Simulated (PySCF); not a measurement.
# AuF4−: ligand-field states, spin distribution, part 2 of 2

PySCF 2.14.0. Atoms count from 0. The steps go on from the part before.

### 7 Spin distribution: unrestricted DFT, spin states

Job settings and geometry (Å):

```
{"job": {"kind": "spin", "xc": "PBE0"}, "charge": -1, "metal": "Au", "open_shell": "d8"}
Au     0.000000     0.000000     0.000000
F      1.923433    -0.000000    -0.000000
F     -1.923433     0.000000     0.000000
F     -0.000000     1.923433    -0.000000
F      0.000000    -1.923433     0.000000
```

With the program's defaults for keys left out, this is: unrestricted DFT energies of the spin multiplicities at one geometry, beside CASSCF and NEVPT2 of the metal shell.

What it wrote:

```text
multiplicity 3
final grid: 62008 points
cycle   1  E = -19419.3438257572  dE = -9.716e-02  |g| = 2.064e-01  |ddm| = 6.679e-01
cycle   2  E = -19419.3221819083  dE =  2.164e-02  |g| = 3.219e-01  |ddm| = 3.658e-01
cycle   3  E = -19419.3557453339  dE = -3.356e-02  |g| = 7.030e-02  |ddm| = 2.445e-01
cycle   4  E = -19419.3564644893  dE = -7.192e-04  |g| = 1.256e-02  |ddm| = 3.064e-02
cycle   5  E = -19419.3565413706  dE = -7.688e-05  |g| = 5.184e-03  |ddm| = 1.539e-02
cycle   6  E = -19419.3565504728  dE = -9.102e-06  |g| = 8.693e-04  |ddm| = 4.796e-03
cycle   7  E = -19419.3565511661  dE = -6.933e-07  |g| = 1.354e-04  |ddm| = 1.868e-03
converged SCF energy = -19419.3565511661
multiplicity 1
final grid: 62008 points
cycle   1  E = -19419.4624638839  dE = -9.790e-02  |g| = 1.586e-01  |ddm| = 5.715e-01
cycle   2  E = -19419.4645227000  dE = -2.059e-03  |g| = 6.278e-02  |ddm| = 1.366e-01
cycle   3  E = -19419.4646384482  dE = -1.157e-04  |g| = 5.934e-02  |ddm| = 7.856e-02
cycle   4  E = -19419.4655565369  dE = -9.181e-04  |g| = 2.703e-03  |ddm| = 3.711e-02
cycle   5  E = -19419.4655587921  dE = -2.255e-06  |g| = 2.423e-03  |ddm| = 4.158e-03
cycle   6  E = -19419.4655605204  dE = -1.728e-06  |g| = 1.529e-04  |ddm| = 1.487e-03
cycle   7  E = -19419.4655605341  dE = -1.371e-08  |g| = 3.050e-05  |ddm| = 2.333e-04
converged SCF energy = -19419.4655605341
```

It took 14 s on 1 thread of Arm Neoverse V1, shared host; peak memory 0.53 GiB.

### 8 Ligand-field states: state-averaged CASSCF (basis x2c-TZVPall) in dichloromethane

Job settings and geometry (Å):

```
{"job": {"kind": "lf", "basis": "x2c-TZVPall", "nevpt": true, "solvent": "dichloromethane"}, "charge": -1, "metal": "Au", "open_shell": "d8"}
Au     0.000000     0.000000     0.000000
F      1.923433    -0.000000    -0.000000
F     -1.923433     0.000000     0.000000
F     -0.000000     1.923433    -0.000000
F      0.000000    -1.923433     0.000000
```

Level: state-averaged CASSCF of the metal d shell, SC-NEVPT2 on the averaged canonical orbitals, state-interaction spin-orbit coupling.

What it wrote:

```text
basis functions 205, electrons 116, active (8e, 5o)
stage 1: DIIS on the effective Fock matrix, level shift 0.30
cycle   1  E = -19408.1175565938  dE = -1.941e+04  max|g| = 1.833e+00
cycle   2  E = -19409.4082154799  dE = -1.291e+00  max|g| = 9.256e-01
cycle   3  E = -19409.9804822361  dE = -5.723e-01  max|g| = 4.594e-01
cycle   4  E = -19410.1037811935  dE = -1.233e-01  max|g| = 4.068e-02
cycle   5  E = -19410.1060146770  dE = -2.233e-03  max|g| = 2.444e-02
cycle   6  E = -19410.1065333056  dE = -5.186e-04  max|g| = 1.327e-02
cycle   7  E = -19410.1067048186  dE = -1.715e-04  max|g| = 5.641e-03
cycle   8  E = -19410.1067623537  dE = -5.754e-05  max|g| = 2.699e-03
cycle   9  E = -19410.1067729888  dE = -1.064e-05  max|g| = 1.234e-03
cycle  10  E = -19410.1067748234  dE = -1.835e-06  max|g| = 6.805e-04
cycle  11  E = -19410.1067751456  dE = -3.222e-07  max|g| = 3.401e-04
cycle  12  E = -19410.1067752157  dE = -7.007e-08  max|g| = 1.904e-04
cycle  13  E = -19410.1067752307  dE = -1.504e-08  max|g| = 1.023e-04
cycle  14  E = -19410.1067752354  dE = -4.664e-09  max|g| = 5.039e-05
cycle  15  E = -19410.1067752366  dE = -1.248e-09  max|g| = 2.506e-05
cycle  16  E = -19410.1067752369  dE = -2.983e-10  max|g| = 1.253e-05
cycle  17  E = -19410.1067752370  dE = -1.091e-10  max|g| = 6.191e-06
converged average energy = -19410.1067752370

 mult deg   label        CASSCF/cm-1   NEVPT2/cm-1
   1   1   1A1g                0.0           0.0
   3   1   3A2g            23528.6       28075.9
   3   2   3Eg             24303.8       30335.6
   1   1   1A2g            29278.5       33201.1
   3   1   3B1g            24435.1       35913.6
   1   2   1Eg             33806.3       38082.4
   1   1   1B1g            33025.9       42085.0
   3   2   3Eg             55370.5       64470.7
   1   1   1A1g            62354.8       69189.2
   3   1   3B2g            56840.6       70233.0
   3   1   3A2g            62649.3       71846.6
   1   2   1Eg             66699.7       73767.5
   1   1   1B2g            63727.0       75369.4
   1   1   1B1g            74575.5       81099.4
   1   1   1B2g            74240.7       82295.0
   3   2   3Eg             71301.8       82634.7
   1   1   1A1g            80271.2       90432.6
   1   2   1Eg             79471.2       90642.3
   1   1   1A1g            96390.9      103558.4

spin-orbit levels / cm-1
      0.00  x1  1A1g 0.94 3A2g 0.04
  25420.89  x1  3Eg 0.55 3A2g 0.43
  26649.80  x2  3A2g 0.52 3Eg 0.39 1Eg 0.04
  26864.87  x1  3Eg 0.78 1A2g 0.19
  29656.03  x1  3Eg 0.60 3B1g 0.37
  31154.83  x2  3B1g 0.34 3Eg 0.29 3A2g 0.26
  31762.17  x1  3Eg 0.79 1B1g 0.19
  33725.77  x1  3A2g 0.50 3Eg 0.41 1A1g 0.06
  36139.40  x2  1Eg 0.35 3B1g 0.24 3A2g 0.20
  36957.52  x1  1A2g 0.80 3Eg 0.20
  41860.77  x1  3B1g 0.61 3Eg 0.37
  43842.17  x2  1Eg 0.48 3B1g 0.38 3Eg 0.11
  45636.78  x1  1B1g 0.78 3Eg 0.19
  61131.18  x1  3Eg 0.71 3A2g 0.14 1A1g 0.11
  62887.40  x1  3Eg 0.61 3B2g 0.30 1B1g 0.05
  63299.59  x2  3Eg 0.61 3B2g 0.22 3A2g 0.13
  65547.17  x1  3Eg 0.98
  66235.88  x1  3Eg 0.72 1B2g 0.23 3Eg 0.03
  70945.34  x2  1Eg 0.44 3Eg 0.24 3B2g 0.18
  71898.75  x1  1A1g 0.57 3A2g 0.39
  73358.04  x2  3A2g 0.61 3B2g 0.34
  74414.31  x1  3Eg 0.40 1B2g 0.33 3Eg 0.21
  76023.45  x1  3A2g 0.33 1A1g 0.26 3Eg 0.21
  76960.33  x1  3B2g 0.65 3Eg 0.25 1B1g 0.08
  79677.17  x1  3Eg 0.57 1B1g 0.34 3Eg 0.08
  80793.62  x2  1Eg 0.52 3B2g 0.18 3Eg 0.11
  83619.34  x1  1B2g 0.72 1B2g 0.19 3Eg 0.06
  83947.44  x1  3Eg 0.65 1A1g 0.17 3A2g 0.10
  85895.41  x2  3Eg 0.84 3A2g 0.10 3B2g 0.04
  86997.31  x1  3Eg 1.00
```

Run time: 23 s. Hardware: 1 thread of Arm Neoverse V1, shared host; peak memory 0.59 GiB.

Warnings kept with the result: strongly covalent, metal-shell active space is small for this complex.

From this job:

```csv
quantity,value
spin-orbit constant ζ,4761 cm⁻¹
```

Powder susceptibility:

```csv
T (K),χT (cm³ K/mol),μ(eff)
2,0.000,0.02
20,0.001,0.06
100,0.003,0.14
300,0.008,0.25
```

### 9 Ligand-field states: state-averaged CASSCF (avg hs) in dichloromethane

Job settings and geometry (Å):

```
{"job": {"kind": "lf", "basis": {"metal": "x2c-TZVPall", "ligand": "x2c-SVPall"}, "nevpt": true, "solvent": "dichloromethane", "avg": "hs"}, "charge": -1, "metal": "Au", "open_shell": "d8"}
Au     0.000000     0.000000     0.000000
F      1.923433    -0.000000    -0.000000
F     -1.923433     0.000000     0.000000
F     -0.000000     1.923433    -0.000000
F      0.000000    -1.923433     0.000000
```

Level: state-averaged CASSCF of the metal d shell, SC-NEVPT2 on the averaged canonical orbitals, state-interaction spin-orbit coupling.

What it wrote:

```text
basis functions 137, electrons 116, active (8e, 5o)
stage 1: DIIS on the effective Fock matrix, level shift 0.30
cycle   1  E = -19407.6174901013  dE = -1.941e+04  max|g| = 1.835e+00
cycle   2  E = -19408.9276316107  dE = -1.310e+00  max|g| = 9.638e-01
cycle   3  E = -19409.5026271632  dE = -5.750e-01  max|g| = 4.687e-01
cycle   4  E = -19409.6165119142  dE = -1.139e-01  max|g| = 4.407e-02
cycle   5  E = -19409.6190245071  dE = -2.513e-03  max|g| = 2.838e-02
cycle   6  E = -19409.6195841116  dE = -5.596e-04  max|g| = 1.440e-02
cycle   7  E = -19409.6197526697  dE = -1.686e-04  max|g| = 6.349e-03
cycle   8  E = -19409.6198139213  dE = -6.125e-05  max|g| = 2.754e-03
cycle   9  E = -19409.6198219901  dE = -8.069e-06  max|g| = 1.321e-03
cycle  10  E = -19409.6198231753  dE = -1.185e-06  max|g| = 7.693e-04
cycle  11  E = -19409.6198238614  dE = -6.861e-07  max|g| = 3.281e-04
cycle  12  E = -19409.6198239802  dE = -1.188e-07  max|g| = 1.757e-04
cycle  13  E = -19409.6198240271  dE = -4.687e-08  max|g| = 8.788e-05
cycle  14  E = -19409.6198240414  dE = -1.432e-08  max|g| = 4.256e-05
cycle  15  E = -19409.6198240468  dE = -5.410e-09  max|g| = 2.191e-05
cycle  16  E = -19409.6198240489  dE = -2.103e-09  max|g| = 1.598e-05
cycle  17  E = -19409.6198240498  dE = -9.022e-10  max|g| = 1.059e-05
cycle  18  E = -19409.6198240501  dE = -3.492e-10  max|g| = 8.060e-06
converged average energy = -19409.6198240501

 mult deg   label        CASSCF/cm-1   NEVPT2/cm-1
   1   1   1A1g                0.0           0.0
   3   1   3A2g            23734.9       29137.4
   3   2   3Eg             24296.2       31373.3
   1   1   1A2g            29588.4       34328.1
   3   1   3B1g            24584.2       36777.9
   1   2   1Eg             33986.0       39272.8
   1   1   1B1g            33225.2       43165.7
   3   2   3Eg             55740.3       66751.1
   1   1   1A1g            63026.4       71541.0
   3   1   3B2g            57318.6       72428.6
   3   1   3A2g            63113.3       74182.7
   1   2   1Eg             67339.3       76216.8
   1   1   1B2g            64322.3       77659.9
   1   1   1B1g            75018.3       83718.6
   1   1   1B2g            75016.4       84859.9
   3   2   3Eg             71853.0       85071.6
   1   1   1A1g            80879.8       93054.9
   1   2   1Eg             80159.8       93199.6
   1   1   1A1g            97300.2      106175.7

spin-orbit levels / cm-1
      0.00  x1  1A1g 0.94 3A2g 0.04
  26393.93  x1  3Eg 0.56 3A2g 0.43
  27643.87  x2  3A2g 0.52 3Eg 0.39 1Eg 0.04
  27848.26  x1  3Eg 0.79 1A2g 0.19
  30588.52  x1  3Eg 0.60 3B1g 0.38
  32121.97  x2  3B1g 0.35 3Eg 0.28 3A2g 0.27
  32782.03  x1  3Eg 0.79 1B1g 0.19
  34770.17  x1  3A2g 0.50 3Eg 0.40 1A1g 0.06
  37180.71  x2  1Eg 0.34 3B1g 0.24 3Eg 0.21
  38068.18  x1  1A2g 0.80 3Eg 0.20
  42845.26  x1  3B1g 0.60 3Eg 0.38
  44940.72  x2  1Eg 0.49 3B1g 0.36 3Eg 0.11
  46755.76  x1  1B1g 0.78 3Eg 0.19
  63351.09  x1  3Eg 0.71 3A2g 0.14 1A1g 0.11
  65054.66  x1  3Eg 0.61 3B2g 0.31 1B1g 0.05
  65484.99  x2  3Eg 0.61 3B2g 0.22 3A2g 0.13
  67788.96  x1  3Eg 0.98
  68479.21  x1  3Eg 0.72 1B2g 0.23 3Eg 0.03
  73240.29  x2  1Eg 0.44 3Eg 0.24 3B2g 0.19
  74195.59  x1  1A1g 0.57 3A2g 0.39
  75615.68  x2  3A2g 0.62 3B2g 0.34
  76665.90  x1  3Eg 0.40 1B2g 0.33 3Eg 0.22
  78352.89  x1  3A2g 0.33 1A1g 0.26 3Eg 0.21
  79232.16  x1  3B2g 0.64 3Eg 0.25 1B1g 0.08
  82137.28  x1  3Eg 0.58 1B1g 0.33 3Eg 0.08
  83202.50  x2  1Eg 0.53 3B2g 0.18 3Eg 0.11
  86113.48  x1  1B2g 0.71 1B2g 0.19 3Eg 0.06
  86362.11  x1  3Eg 0.65 1A1g 0.17 3A2g 0.10
  88306.54  x2  3Eg 0.84 3A2g 0.10 3B2g 0.03
  89435.78  x1  3Eg 1.00
```

It took 10 s on 1 thread of Arm Neoverse V1, shared host; peak memory 0.43 GiB.

Warnings kept with the result: strongly covalent, metal-shell active space is small for this complex.

Key values:

```csv
quantity,value
spin-orbit constant ζ,4810 cm⁻¹
```

Powder susceptibility:

```csv
T (K),χT (cm³ K/mol),μ(eff)
2,0.000,0.02
20,0.001,0.06
100,0.003,0.14
300,0.008,0.25
```

### 10 Ligand field across the series

From the NEVPT2 states (cm⁻¹; the spread is that of the fitted one-electron ligand-field levels):

```csv
step,setting,ground state,next state,orbital spread,Racah B,ζ,"μ(eff), 300 K"
3,as given,1A1g,3A2g at 28903,49972,701,4756,0.24
8,basis x2c-TZVPall,1A1g,3A2g at 28076,48714,696,4761,0.25
9,avg hs,1A1g,3A2g at 29137,49995,721,4810,0.25
```

### 11 Outcome

This closing draws on all 2 parts.

| quantity | value |
| --- | --- |
| point group | D4h |
| rotational constants (main isotopes) | 3.60, 3.59, 1.80 GHz |
| spin-orbit constant ζ (step 3, state-averaged CASSCF in dichloromethane) | 4756 cm⁻¹ |
| ground multiplicity, μ(eff) at 300 K (step 3, 4 donors at 1.92 Å) | 1, 0.24 μB |
| ground multiplicity, μ(eff) at 300 K (step 8, 4 donors at 1.92 Å) | 1, 0.25 μB |
| ground multiplicity, μ(eff) at 300 K (step 9, 4 donors at 1.92 Å) | 1, 0.25 μB |

In words: Over 4 steps the energy fell by 0.464 eV; of the close pairs, Au0–F4 changed most, 2.048 to 1.924 Å. No frequency check was run at this level, so the end point may be a saddle. In step 3, χT goes from 0.00 at 2 K to 0.01 cm³ K/mol at 300 K: the ground level is non-magnetic, and only a small temperature-independent term remains. The bonding is strongly covalent, and an active space of the metal's shell alone is small for it, so these values are rough.
